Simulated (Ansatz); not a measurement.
# Al2O3: the cost of one run

Program: Ansatz 0.2.0. Level of theory: DFT LDA+D3(BJ), scalar-relativistic, plane waves, PAW. These are calculated values, not measurements.

40 further runs of the same task are left out: 40 set aside as unsound or not needed.

## 1. The starting structure

The structure is hexagonal, space group P-6m2 (No. 187). The conventional cell has a = 2.822 Å, b = 2.822 Å, c = 6.939 Å, α = 90.00°, β = 90.00°, γ = 120.00°. Around Al (site symmetry 3m) lie 6 O at 1.76 to 2.12 Å. O (site symmetry 3m) is surrounded by 3 Al at 1.76 Å. O (site symmetry -6m2) is surrounded by 6 Al at 2.12 Å.

Structure file:

```
Al O
1.0
     2.82168    0.00000    0.00000
    -1.41084    2.44364    0.00000
     0.00000    0.00000    6.93945
Al O
2 3
Cartesian
  0.0000 0.0000 1.3642
  0.0000 0.0000 5.5752
  0.0000 1.6291 2.0343
  1.4108 0.8145 0.0000
  0.0000 1.6291 4.9052
```

It goes back to an entry of the Materials Project, which need not be the stable form.

It is the result of an earlier relaxation at this level (volume 9.57 Å³/atom; gap on the mesh: 4.80 eV).

## 2. What is varied

Atoms count from 1 in the order of the input.

The energy is mapped over a free internal coordinate and the cell.

The axes are (1) shift of Al1 along [0 0 1], its symmetry partners moved as symmetry demands (measured in the relaxed cell): 9 values from −0.150 Å; (2) c/a of the conventional cell at fixed volume: 9 values from 2.263 to 2.656.

Nothing else is relaxed (all other coordinates fixed). Energies count from the relaxed crystal. Points are written as (first, second).

## 3. Grid point (−0.150 Å, 2.312)

The input, input.yaml:

```yaml
crystal:
  lattice:
    - [2.8804678675, 0.0, 0.0]
    - [-1.4402339337, 2.494558348, 0.0]
    - [0.0, 0.0, 6.659065616]
  atoms:
    - { symbol: Al, position: [0.0, 0.0, 0.1749755177] }
    - { symbol: Al, position: [0.0, 0.0, 0.8250244823] }
    - { symbol: O, position: [0.3333333333, 0.6666666667, 0.2931479054] }
    - { symbol: O, position: [0.6666666667, 0.3333333333, 0.0] }
    - { symbol: O, position: [0.3333333333, 0.6666666667, 0.7068520946] }
basis:
  ecutwfc: 520.0
kpoints:
  mp_grid: { grid: [9, 9, 4] }
hamiltonian:
  xc: lda
  dispersion: d3bj
scf:
  occupations: { method: gaussian, width: 0.05 }
output:
  forces: true
  stress: true
  eigenvalues: true
```

Run with:

```
$ ansatz run input.yaml --threads 1 --pin off --max-ram 2048MiB --backend cpu --events-out ev --progress --plain --runs-dir out
```

**Question.** How long does this run take on 1 thread of Intel Xeon Platinum 8259CL at 2.50GHz (Skylake/Cascade Lake), shared host, and how much memory does it need?

About 3.8 s, with a peak of 0.39 GiB.
